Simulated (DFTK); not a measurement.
## WS under changes of volume

One of the cells (13.607 Å³/atom); the others are scaled copies at fixed shape and fractional positions:

```xyz
2
Lattice="3.0079 0.0000 0.0000 0.0000 3.0079 0.0000 0.0000 0.0000 3.0079" Properties=species:S:1:pos:R:3 pbc="T T T"
W     1.5039    1.5039    1.5039
S     0.0000    0.0000    0.0000
```

The cell was built by a generator and needn't be a form met in nature.

| Property | Result |
| --- | --- |
| Program | DFTK 0.8.2 |
| Functional | PBE |
| Potentials or basis | dojo.nc.sr.pbe.v0_4_1.standard.upf (PBE) |
| Cutoff | 1007 eV |
| k mesh | 9 × 9 × 9 |
| Occupations | fermi-dirac, width 0.05 eV |
| Spin | no spin polarisation |

```tsv
volume (Å³/atom)	energy over the lowest point (meV/atom)	pressure (GPa)
12.790	?	?
13.063	19.96	11.5
13.335	5.32	5.7
13.607	0.00	0.5
13.879	3.00	-4.1
14.151	13.44	-8.3
14.423	30.51	-12.0
```

Task: What does the run at 12.790 Å³/atom give?

Result: Energy over the lowest point 45.05 meV/atom; pressure 18.0 GPa.

Worked out: A Birch-Murnaghan fit of order 3 (a polynomial in V^(-2/3)) to the other rows has its minimum at 13.64 Å³/atom with B0 = V·E''(V) = 242 GPa and B' = 4.7. It gives 45.16 meV/atom at 12.790 Å³/atom, against the run's 45.05, and -dE/dV = 18.1 GPa, against 18.0.

Energies are extrapolated to zero smearing.
